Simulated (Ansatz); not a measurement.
**CH₂SSe (SMILES S=C[SeH]): functionals against CCSD(T) at one geometry**

How do the functionals fare away from a minimum? The structure is a structure displaced at random from a GFN2-xTB minimum.

Program: Ansatz 0.2.0, Gaussian basis. Level of theory: single points in def2-TZVPP. These are calculated values, not measurements.

Cores are frozen in the correlated methods. Filled d shells of the heavier atoms are correlated.

## (1) The system as given

SMILES `S=C[SeH]`, 5 atoms, charge 0, spin multiplicity 1.

Atoms are counted from 1 here; the program's logs count them from 0.

Bond lengths: S1–C2 1.792 Å, C2–Se3 1.765 Å, C2–H4 0.963 Å, Se3–H5 1.384 Å. Angles: S1–C2–Se3 122.0°, S1–C2–H4 110.8°, Se3–C2–H4 122.8°, C2–Se3–H5 104.4°.

Geometry (Å):

```xyz
5

S    -0.7665   -1.3320   -0.8509
C    -0.2365   -0.2237    0.4531
Se    0.7727    1.1880    0.1282
H    -0.8290   -0.2778    1.2098
H     1.1794    1.0248   -1.1848
```

## (2) CCSD(T)/def2-TZVPP

File run/in.yaml:

```yaml
crystal:
  periodic: [false, false, false]
  atoms:
    - {symbol: S, position_ang: [-0.766500, -1.332000, -0.850900]}
    - {symbol: C, position_ang: [-0.236500, -0.223700, 0.453100]}
    - {symbol: Se, position_ang: [0.772700, 1.188000, 0.128200]}
    - {symbol: H, position_ang: [-0.829000, -0.277800, 1.209800]}
    - {symbol: H, position_ang: [1.179400, 1.024800, -1.184800]}
basis:
  gaussian: {orbitals: def2-TZVPP}
correlation: {method: ccsd_t}
output: {forces: true}
```

No record of the launch command was kept for these runs.

## (3) PBE0-D4/def2-TZVPP

run/in.yaml, as its differences from that of step 2:

```diff
@@ -10,3 +10,3 @@
   gaussian: {orbitals: def2-TZVPP}
-correlation: {method: ccsd_t}
-output: {forces: true}
+hamiltonian: {xc: pbe0, dispersion: d4}
+output: {forces: true, orbitals: {seedname: orbitals}}
```

## (4) wB97M-V/def2-TZVPP

run/in.yaml, as its differences from that of step 3:

```diff
@@ -10,3 +10,3 @@
   gaussian: {orbitals: def2-TZVPP}
-hamiltonian: {xc: pbe0, dispersion: d4}
-output: {forces: true, orbitals: {seedname: orbitals}}
+hamiltonian: {xc: {name: wB97M-V}}
+output: {forces: true}
```

## (5) r2SCAN-D4/def2-TZVPP

run/in.yaml, as its differences from that of step 4:

```diff
@@ -10,3 +10,3 @@
   gaussian: {orbitals: def2-TZVPP}
-hamiltonian: {xc: {name: wB97M-V}}
+hamiltonian: {xc: r2scan, dispersion: d4}
 output: {forces: true}
```

## (6) PBE-D4/def2-TZVPP

run/in.yaml, as its differences from that of step 5:

```diff
@@ -10,3 +10,3 @@
   gaussian: {orbitals: def2-TZVPP}
-hamiltonian: {xc: r2scan, dispersion: d4}
+hamiltonian: {xc: pbe, dispersion: d4}
 output: {forces: true}
```

## (7) r2SCAN0-D4/def2-TZVPP

run/in.yaml, as its differences from that of step 6:

```diff
@@ -10,3 +10,3 @@
   gaussian: {orbitals: def2-TZVPP}
-hamiltonian: {xc: pbe, dispersion: d4}
+hamiltonian: {xc: {name: r2SCAN0}, dispersion: d4}
 output: {forces: true}
```

## (8) BHLYP-D4/def2-TZVPP

run/in.yaml, as its differences from that of step 7:

```diff
@@ -10,3 +10,3 @@
   gaussian: {orbitals: def2-TZVPP}
-hamiltonian: {xc: {name: r2SCAN0}, dispersion: d4}
+hamiltonian: {xc: {name: BHLYP}, dispersion: d4}
 output: {forces: true}
```

(Steps that only read results are left out.)

**Question.** What will these runs give? Wanted: energy less free atoms, CCSD(T)/def2-TZVPP; RMS force component; RMS force error; HOMO and LUMO, PBE0-D4; T1 diagnostic.

The runs gave:

| quantity | value |
| --- | --- |
| energy less free atoms, CCSD(T)/def2-TZVPP | -1398.7 kJ/mol |
| RMS force component | 3.238 to 3.373 eV/Å over the methods |
| RMS force error | PBE0-D4 0.262, wB97M-V 0.256, r2SCAN-D4 0.175, PBE-D4 0.229, r2SCAN0-D4 0.300, BHLYP-D4 0.317 eV/Å |
| HOMO and LUMO, PBE0-D4 | -6.47 and -2.86 eV |
| T1 diagnostic | 0.021 |

In words: Against CCSD(T) the functionals' energies less atoms differ by -120.9 to +39.9 kJ/mol, PBE-D4 by -120.9 kJ/mol. The reference is not at the basis limit: in triple zeta CCSD(T) underbinds, which counts against methods that bind more; the gaps are no ranking. On forces the order runs from r2SCAN-D4 to BHLYP-D4. Frozen-core CCSD(T) forces in triple zeta carry basis errors of their own, and this is one geometry, so small gaps rank nothing. The restricted Hartree–Fock reference is unstable towards an unrestricted one at one or more of these structures.
